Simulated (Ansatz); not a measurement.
**GeH5O (doublet): the correlation ladder at distance O1–H3 along a hydrogen transfer = 1.476 Å, cc-pVDZ**

One table from this session's results is given with a row withheld; the runs are named, their logs left out.

Program: Ansatz 0.2.0, Gaussian basis. Level of theory: cc-pVDZ, core rule «outside noble gas», up to 15 orbitals frozen. These are calculated values, not measurements.

The runs, in order: UHF; CCSD(T) on ROHF; CCSD(T) on UHF; BCCD(T) on ROHF; CISD; CCSDT(Q) on ROHF; CCSDT(Q) on UHF; CASSCF and MRCISD+Q, 3 electrons in 3 orbitals; CASSCF and NEVPT2, 3 electrons in 3 orbitals.

**What is computed**

The geometry derives from fragments relaxed apart (PBE0/def2-TZVP) and kept rigid, so it is no stationary point. A hydrogen atom is moved between rigid fragments. No spin-orbit coupling is included. The filled d shell of Ge may be among the frozen orbitals whatever the setting's name suggests; the logs give the count.

7 atoms, charge 0, spin multiplicity 2.

Atoms are counted from 1 here; the program's logs count them from 0.

Bond lengths: O1–H2 0.960 Å, H3–Ge4 1.737 Å, Ge4–H5 1.539 Å, Ge4–H6 1.539 Å, Ge4–H7 1.539 Å. Angles: H3–Ge4–H5 107.7°, H3–Ge4–H6 107.7°, H3–Ge4–H7 107.7°, H5–Ge4–H6 111.2°, H5–Ge4–H7 111.2°, H6–Ge4–H7 111.2°.

The first run:

Input file in.yaml:

```yaml
crystal:
  periodic: [false, false, false]
  atoms:
    - {symbol: O, position_ang: [-2.623440, -0.009969, -0.000001]}
    - {symbol: H, position_ang: [-2.872749, 0.916606, -0.000001]}
    - {symbol: H, position_ang: [-1.147440, -0.009969, -0.000001]}
    - {symbol: Ge, position_ang: [0.589560, -0.009969, 0.000000]}
    - {symbol: H, position_ang: [1.058228, -1.475884, 0.000000]}
    - {symbol: H, position_ang: [1.058230, 0.722988, -1.269519]}
    - {symbol: H, position_ang: [1.058229, 0.722988, 1.269520]}
basis:
  gaussian: {orbitals: cc-pVDZ}
magnetization: {spin_polarized: true, initial_magnetization: 1}
hamiltonian: {xc: hf}
output: {orbitals: {seedname: orbitals}}
```

Started as:

```bash
> ansatz run in.yaml --threads 1 --pin off --events-out ev --progress --plain --max-ram 4096MiB --backend cpu
```

Steps of the session up to this table: UHF; CCSD(T) on ROHF; CCSD(T) on UHF; BCCD(T) on ROHF; CISD; CCSDT(Q) on ROHF; CCSDT(Q) on UHF; CASSCF and MRCISD+Q, 3 electrons in 3 orbitals; CASSCF and NEVPT2, 3 electrons in 3 orbitals.

One of the session's tables, all rows but one given; the rest of the session is left out.

| method | from UCCSDT(Q) (meV) |
| --- | --- |
| ROHF | ? |
| UHF | +9048.8 |
| RMP2 | +1486.5 |
| UMP2 | +1459.2 |
| CISD | +1129.0 |
| RCCSD | +220.8 |
| UCCSD | +214.4 |
| RCCSD(T) | +46.7 |
| UCCSD(T) | +45.6 |
| BCCD(T) | +44.8 |
| RCCSDT | +16.5 |
| UCCSDT | +15.0 |
| RCCSDT(Q) | +1.2 |
| UCCSDT(Q) | 0 |
| CASSCF pair | +8668.6 |
| NEVPT2 pair | +1291.2 |
| MRCISD pair | +947.4 |
| MRCISD+Q pair | +164.3 |

**Question.** Estimate the row for ROHF.

**Answer.** from UCCSDT(Q) (meV): +9285.7. In the column «from UCCSDT(Q) (meV)» it is the highest.

To keep in mind: Restricted and unrestricted rows rest on different reference determinants; where their highest levels disagree by more than a few hundredths of an eV, they describe different states and don't form one ladder.
